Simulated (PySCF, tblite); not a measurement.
# C6H9NSi: dynamics, then NMR shifts on frames, part 2 of 2

tblite 0.8.0 and PySCF 2.14.0. Atoms count from 0. The steps go on from the part before.

**5. Shielding tensors: 625 fs, PBE0/pcSseg-1**

The job: settings as JSON, then the geometry in Å.

```
{"job": {"kind": "nmr", "xc": "PBE0", "basis": "pcSseg-1", "pop": false}, "charge": 0, "multiplicity": 1}
Si     2.189200     0.157500     0.805000
C      0.757000     0.434600    -0.445700
C     -0.632100     0.333700     0.059000
C     -1.401500     1.437700     0.280800
C     -2.653000     1.150400     0.789500
N     -3.175800    -0.047800     1.078300
C     -2.383500    -1.089300     0.736700
C     -1.097900    -0.962700     0.325400
H      3.417300     0.899100     0.538300
H      2.416900    -1.193200     0.999400
H      1.630000     0.630700     2.093100
H      0.915500     1.408800    -0.956800
H      0.868500    -0.354300    -1.222800
H     -1.117900     2.456800     0.070400
H     -3.308200     1.968200     1.043200
H     -2.741600    -2.070300     1.052300
H     -0.478700    -1.834000     0.152000
```

With the program's defaults for keys left out, this is: GIAO PBE0/pcSseg-1 NMR shielding, non-relativistic, gas phase.

The log of the run:

```text
coarse grid: 14784 points
cycle   1  E = -577.6769303350  dE =  1.208e+00  |g| = 3.649e-01  |ddm| = 3.926e+00
cycle   2  E = -577.6766307415  dE =  2.996e-04  |g| = 3.889e-01  |ddm| = 9.483e-01
cycle   3  E = -577.7126873506  dE = -3.606e-02  |g| = 7.685e-02  |ddm| = 4.781e-01
cycle   4  E = -577.7135754974  dE = -8.881e-04  |g| = 3.790e-02  |ddm| = 8.299e-02
cycle   5  E = -577.7138774018  dE = -3.019e-04  |g| = 1.038e-02  |ddm| = 5.422e-02
cycle   6  E = -577.7139029563  dE = -2.555e-05  |g| = 4.712e-03  |ddm| = 1.621e-02
cycle   7  E = -577.7139086567  dE = -5.700e-06  |g| = 3.459e-04  |ddm| = 4.130e-03
final grid: 138520 points
cycle   8  E = -577.7584109964  dE = -3.182e-05  |g| = 6.630e-03  |ddm| = 3.992e-02
cycle   9  E = -577.7584091501  dE =  1.846e-06  |g| = 7.270e-03  |ddm| = 1.621e-02
cycle  10  E = -577.7584227083  dE = -1.356e-05  |g| = 8.612e-04  |ddm| = 8.401e-03
cycle  11  E = -577.7584228624  dE = -1.541e-07  |g| = 2.522e-04  |ddm| = 9.228e-04
cycle  12  E = -577.7584228753  dE = -1.287e-08  |g| = 4.831e-05  |ddm| = 2.738e-04
cycle  13  E = -577.7584228755  dE = -2.169e-10  |g| = 3.836e-05  |ddm| = 8.734e-05
cycle  14  E = -577.7584228758  dE = -3.527e-10  |g| = 5.081e-06  |ddm| = 4.070e-05
converged SCF energy = -577.7584228758

GIAO shielding tensors (ppm)
atom      isotropic    diamagn.    paramagn.     s11        s22        s33       span
  0 Si     420.048     880.481    -460.433    385.583    402.383    472.177     86.593
  1 C      167.020     251.243     -84.223    145.167    157.073    198.820     53.652
  2 C       33.306     261.910    -228.604    -60.217    -22.649    182.785    243.002
  3 C       64.190     252.023    -187.833    -45.769     74.162    164.177    209.945
  4 C       25.000     248.681    -223.681    -85.665     12.919    147.745    233.410
  5 N      -86.822     334.001    -420.823   -373.645   -184.082    297.260    670.905
  6 C       27.410     251.543    -224.132    -85.466     21.524    146.173    231.638
  7 C       58.816     255.089    -196.273    -53.540     70.148    159.840    213.379
  8 H       27.701      29.119      -1.418     24.138     25.396     33.570      9.432
  9 H       28.760      31.124      -2.364     24.670     27.477     34.132      9.462
 10 H       27.946      29.502      -1.557     24.600     27.539     31.697      7.097
 11 H       29.285      31.716      -2.431     23.961     28.719     35.174     11.213
 12 H       28.713      31.696      -2.983     24.531     27.799     33.810      9.279
 13 H       24.291      32.841      -8.550     21.477     22.552     28.845      7.369
 14 H       23.111      27.735      -4.624     19.111     22.787     27.435      8.324
 15 H       22.941      28.910      -5.969     19.277     22.237     27.309      8.032
 16 H       24.422      34.327      -9.905     21.237     22.046     29.982      8.745
```

It took 68 s on 1 thread of Intel Xeon at 2.50GHz, shared host; peak memory 0.91 GiB.

This run: δ C4 161.9, C6 159.5, C2 153.6, C7 128.1, H15 8.78, H14 8.61 ppm.

**6. NMR shieldings: 800 fs, PBE0/pcSseg-1**

The job: settings as JSON, then the geometry in Å.

```
{"job": {"kind": "nmr", "xc": "PBE0", "basis": "pcSseg-1", "pop": false}, "charge": 0, "multiplicity": 1}
Si     1.929300     0.211900     0.892400
C      0.559600     0.246700    -0.455100
C     -0.761200     0.240000     0.174200
C     -1.463300     1.350600     0.587400
C     -2.717900     1.199900     1.167700
N     -3.201600    -0.032400     1.356000
C     -2.526400    -1.146900     1.049100
C     -1.270500    -1.027200     0.516400
H      3.278900     0.031500     0.442900
H      1.683900    -0.794400     1.927000
H      1.812600     1.506600     1.558500
H      0.704700     1.134800    -1.054100
H      0.761200    -0.542400    -1.071700
H     -0.988600     2.306000     0.509300
H     -3.315400     2.039300     1.321200
H     -3.058800    -2.065100     1.184300
H     -0.701600    -1.880000     0.105200
```

Method: GIAO PBE0/pcSseg-1 NMR shielding, non-relativistic, gas phase.

The log of the run:

```text
coarse grid: 14784 points
cycle   1  E = -577.6694198670  dE =  1.264e+00  |g| = 3.843e-01  |ddm| = 3.916e+00
cycle   2  E = -577.6638903328  dE =  5.530e-03  |g| = 4.354e-01  |ddm| = 1.002e+00
cycle   3  E = -577.7079743354  dE = -4.408e-02  |g| = 8.589e-02  |ddm| = 5.395e-01
cycle   4  E = -577.7091201045  dE = -1.146e-03  |g| = 3.993e-02  |ddm| = 8.947e-02
cycle   5  E = -577.7094642748  dE = -3.442e-04  |g| = 1.170e-02  |ddm| = 5.485e-02
cycle   6  E = -577.7094991027  dE = -3.483e-05  |g| = 4.308e-03  |ddm| = 1.652e-02
cycle   7  E = -577.7095037802  dE = -4.677e-06  |g| = 4.355e-04  |ddm| = 3.727e-03
final grid: 138520 points
cycle   8  E = -577.7541866766  dE = -3.596e-05  |g| = 6.910e-03  |ddm| = 3.754e-02
cycle   9  E = -577.7541849765  dE =  1.700e-06  |g| = 7.508e-03  |ddm| = 1.666e-02
cycle  10  E = -577.7541991875  dE = -1.421e-05  |g| = 9.821e-04  |ddm| = 8.787e-03
cycle  11  E = -577.7541993812  dE = -1.937e-07  |g| = 2.757e-04  |ddm| = 9.716e-04
cycle  12  E = -577.7541993948  dE = -1.366e-08  |g| = 8.199e-05  |ddm| = 2.989e-04
cycle  13  E = -577.7541993961  dE = -1.289e-09  |g| = 4.512e-05  |ddm| = 1.307e-04
cycle  14  E = -577.7541993967  dE = -5.307e-10  |g| = 4.821e-06  |ddm| = 4.870e-05
converged SCF energy = -577.7541993967

GIAO shielding tensors (ppm)
atom      isotropic    diamagn.    paramagn.     s11        s22        s33       span
  0 Si     409.438     880.488    -471.050    357.901    393.793    476.620    118.719
  1 C      172.599     252.243     -79.644    150.464    162.175    205.159     54.695
  2 C       33.339     261.276    -227.937    -75.365     -5.525    180.907    256.271
  3 C       60.035     255.219    -195.185    -48.168     55.270    173.002    221.171
  4 C       30.545     253.567    -223.022    -88.355     30.648    149.343    237.698
  5 N     -112.493     329.463    -441.957   -491.168   -163.495    317.183    808.352
  6 C       31.086     251.957    -220.871    -83.139     32.682    143.716    226.855
  7 C       53.891     256.062    -202.171    -51.240     54.672    158.241    209.481
  8 H       27.918      29.617      -1.700     24.694     24.862     34.197      9.503
  9 H       28.096      29.812      -1.716     24.411     27.631     32.247      7.836
 10 H       27.943      30.152      -2.210     24.003     27.152     32.673      8.670
 11 H       30.020      32.527      -2.507     25.401     28.313     36.347     10.946
 12 H       31.086      34.719      -3.632     26.917     29.504     36.838      9.921
 13 H       24.702      34.422      -9.720     22.002     22.241     29.863      7.861
 14 H       22.824      29.736      -6.912     19.965     20.723     27.785      7.820
 15 H       22.501      29.167      -6.666     18.920     21.721     26.863      7.942
 16 H       24.342      33.618      -9.276     21.230     21.779     30.016      8.786
```

Wall time 66 s (1 thread of Intel Xeon at 2.50GHz, shared host); peak memory 0.91 GiB.

In short: δ C4 156.4, C6 155.8, C2 153.6, C7 133.0, H15 9.22, H14 8.89 ppm.

**7. NMR shieldings: 1000 fs, PBE0/pcSseg-1**

The job: settings as JSON, then the geometry in Å.

```
{"job": {"kind": "nmr", "xc": "PBE0", "basis": "pcSseg-1", "pop": false}, "charge": 0, "multiplicity": 1}
Si     1.671600     0.831700     1.168500
C      0.474800     0.523000    -0.321000
C     -0.873500     0.284700     0.281800
C     -1.736400     1.394000     0.387900
C     -2.950700     1.202100     1.035800
N     -3.273100     0.045100     1.547700
C     -2.573900    -1.032300     1.314700
C     -1.337600    -0.950900     0.684100
H      2.823600     1.365200     0.338100
H      2.003500    -0.326700     2.006600
H      1.163600     1.853700     2.019400
H      0.501100     1.400700    -0.925900
H      0.750300    -0.343800    -0.943800
H     -1.555000     2.403700     0.051000
H     -3.698500     2.022000     1.166000
H     -3.029100    -1.970200     1.543100
H     -0.803800    -1.841100     0.502500
```

With the program's defaults for keys left out, this is: GIAO PBE0/pcSseg-1 NMR shielding, non-relativistic, gas phase.

The log of the run:

```text
coarse grid: 14784 points
cycle   1  E = -577.6705315949  dE =  1.229e+00  |g| = 3.928e-01  |ddm| = 3.905e+00
cycle   2  E = -577.6625553574  dE =  7.976e-03  |g| = 4.586e-01  |ddm| = 1.055e+00
cycle   3  E = -577.7107610304  dE = -4.821e-02  |g| = 8.393e-02  |ddm| = 5.689e-01
cycle   4  E = -577.7118547898  dE = -1.094e-03  |g| = 4.057e-02  |ddm| = 9.818e-02
cycle   5  E = -577.7122337856  dE = -3.790e-04  |g| = 1.163e-02  |ddm| = 5.783e-02
cycle   6  E = -577.7122688407  dE = -3.506e-05  |g| = 3.737e-03  |ddm| = 1.511e-02
cycle   7  E = -577.7122721793  dE = -3.339e-06  |g| = 4.419e-04  |ddm| = 3.108e-03
final grid: 138520 points
cycle   8  E = -577.7573616234  dE = -3.400e-05  |g| = 6.675e-03  |ddm| = 3.667e-02
cycle   9  E = -577.7573600130  dE =  1.610e-06  |g| = 7.273e-03  |ddm| = 1.585e-02
cycle  10  E = -577.7573731834  dE = -1.317e-05  |g| = 8.991e-04  |ddm| = 8.163e-03
cycle  11  E = -577.7573733472  dE = -1.638e-07  |g| = 2.516e-04  |ddm| = 9.095e-04
cycle  12  E = -577.7573733592  dE = -1.201e-08  |g| = 6.270e-05  |ddm| = 2.622e-04
cycle  13  E = -577.7573733598  dE = -5.925e-10  |g| = 4.199e-05  |ddm| = 1.083e-04
cycle  14  E = -577.7573733602  dE = -4.713e-10  |g| = 4.608e-06  |ddm| = 4.477e-05
converged SCF energy = -577.7573733602

GIAO shielding tensors (ppm)
atom      isotropic    diamagn.    paramagn.     s11        s22        s33       span
  0 Si     412.672     879.710    -467.038    340.334    433.678    464.005    123.670
  1 C      160.198     250.707     -90.508    136.768    155.426    188.401     51.634
  2 C       31.936     261.359    -229.423    -60.252    -23.288    179.348    239.599
  3 C       57.252     252.334    -195.082    -51.147     61.444    161.459    212.606
  4 C       28.223     252.928    -224.705    -85.293     32.699    137.263    222.556
  5 N      -84.722     331.185    -415.907   -421.379   -150.190    317.404    738.783
  6 C       32.849     252.463    -219.614    -79.123     31.428    146.243    225.366
  7 C       64.698     253.114    -188.416    -40.073     62.592    171.575    211.648
  8 H       26.725      28.192      -1.467     23.418     24.149     32.606      9.188
  9 H       27.751      29.126      -1.375     24.121     26.405     32.728      8.607
 10 H       28.625      30.211      -1.586     24.718     28.284     32.871      8.154
 11 H       29.744      33.673      -3.929     25.567     28.917     34.749      9.182
 12 H       28.791      32.149      -3.358     24.491     28.064     33.818      9.327
 13 H       24.468      33.190      -8.722     21.495     22.722     29.189      7.694
 14 H       22.283      26.954      -4.671     18.182     22.073     26.593      8.411
 15 H       22.978      29.382      -6.404     19.260     22.317     27.358      8.098
 16 H       25.072      35.135     -10.063     22.477     22.932     29.807      7.331
```

Wall time 63 s (1 thread of Intel Xeon at 2.50GHz, shared host); peak memory 0.91 GiB.

In short: δ C4 158.7, C2 155.0, C6 154.1, C3 129.7, H14 9.43, H15 8.74 ppm.

**8. Comparing the runs: NMR shifts**

Shifts (ppm) of some atoms, chosen among heavy atoms and hydrogens apart, with basis size and wall time:

```csv
frame,C4,C7,C1,H10,H12,Si0,N5,functions,time
250 fs,154.4,123.3,20.0,3.93,1.67,-54.0,364.1,188,64 s
425 fs,154.5,125.4,19.7,4.89,2.22,-55.0,341.0,188,68 s
625 fs,161.9,128.1,19.9,3.77,3.00,-70.9,354.6,188,68 s
800 fs,156.4,133.0,14.3,3.77,0.63,-60.3,380.2,188,66 s
1000 fs,158.7,122.2,26.7,3.09,2.93,-63.5,352.5,188,63 s
```

**9. Outcome**

The summary covers parts 1 to 2.

```
                                       quantity                                                     value
                                     thermostat                                                     200 K
                  mean temperature, second half                                                     206 K
        mean potential energy above the minimum                                                   0.42 eV
 13C shifts against TMS (PBE0/pcSseg-1, 250 fs)               161.0, 156.8, 154.4, 126.8, 123.3, 20.0 ppm
  1H shifts against TMS (PBE0/pcSseg-1, 250 fs)  8.98, 8.80, 7.02, 6.81, 4.70, 4.37, 3.93, 2.73, 1.67 ppm
29Si shifts against TMS (PBE0/pcSseg-1, 250 fs)                                                 -54.0 ppm
 15N shifts against NH3 (PBE0/pcSseg-1, 250 fs)                                                 364.1 ppm
                       range of the shift of N5                                        341.0 to 380.2 ppm
```

**Reading.** In the second half the potential energy averages 0.42 eV above the minimum; equipartition over 45 harmonic modes at 200 K would give 0.39 eV. With 17 atoms the temperature swings widely (110 to 274 K). Shifts at one fixed geometry are not the observed spectrum, which averages over the motion. In the first frame run (250 fs): The largest span, 727 ppm, is at N5, where the paramagnetic term is -429 ppm. NICS(1)zz of -27 ppm above the planar ring from C2 marks a diatropic (aromatic) ring current. Across the 5 runs the shift of N5 moves most, between 341.0 (425 fs) and 380.2 ppm (800 fs).
